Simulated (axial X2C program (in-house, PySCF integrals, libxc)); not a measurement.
# A two-component session on CuB⁺: properties at the nuclei

Aim: properties at the nuclei of CuB⁺, with spin–orbit coupling in the Hamiltonian from the start.

Program: an in-house X2C program for linear molecules on PySCF integrals. Level of theory: two-component X2C with atomic mean-field terms, Cu dyall-cv3z, B dyall-v3z. These are calculated values, not measurements.

**1. The job**

The input, task.json:

```json
{"zs": [29, 5], "q": 1, "bas": ["dyall-cv3z", "dyall-v3z"], "r0": 1.97, "levels": ["PBE0", "HF", "B3LYP", "BP86", "LDA"], "nst": 3}
```

Keys: zs atomic numbers; q charge; bas basis sets; r0 starting distance in Å; levels methods (HF also brings MP2); nst determinants followed.

The run is started by

```
$ python soeom.py task.json out
```

The runs that follow: Expectation values, lowest determinant; Expectation values, a higher determinant.

Before running it: what results should come out? Wanted: lowest determinant; Eeff magnitude; Ws magnitude Cu; A∥/gI Cu; qzz Cu; higher determinant (for each run or level that gives them).

As calculated:

| quantity | value |
| --- | --- |
| lowest determinant | Ω = 1/2 (excess of +ω over −ω: ω = 1/2) |
| Eeff magnitude (GV/cm), PBE0 | 0.611 |
| Ws magnitude Cu (kHz), PBE0 | 0.517 |
| A∥/gI Cu (MHz), PBE0 | 2210 |
| qzz Cu (a.u.), PBE0 | 0.18 |
| higher determinant | Ω = 3/2 (excess of +ω over −ω: ω = 3/2) |
| Eeff magnitude (GV/cm), PBE0, higher determinant | 0.335 |
| Ws magnitude Cu (kHz), PBE0, higher determinant | 0.0995 |
| A∥/gI Cu (MHz), PBE0, higher determinant | -195 |
| qzz Cu (a.u.), PBE0, higher determinant | 0.38 |

In the first state, the effective field runs from 0.354 to 0.782 GV/cm over the mean-field levels, so the levels don't agree on it. The expectation values come from single determinants, which for open shells can mix terms of unlike spin or miss the lowest Ω, so a determinant need not be a state. Eeff is the effective electric field on the electron dipole moment in this Ω state and Ws the scalar–pseudoscalar constant (defined with the proton number Z and per Ω); A∥ is the parallel hyperfine constant, which follows by multiplying with the nuclear g factor gI = μI/(I μN); qzz is the electric field gradient, eQq0 = 234.96 MHz × Q/barn × qzz. The operators were transformed with the bare-nucleus X2C matrices.
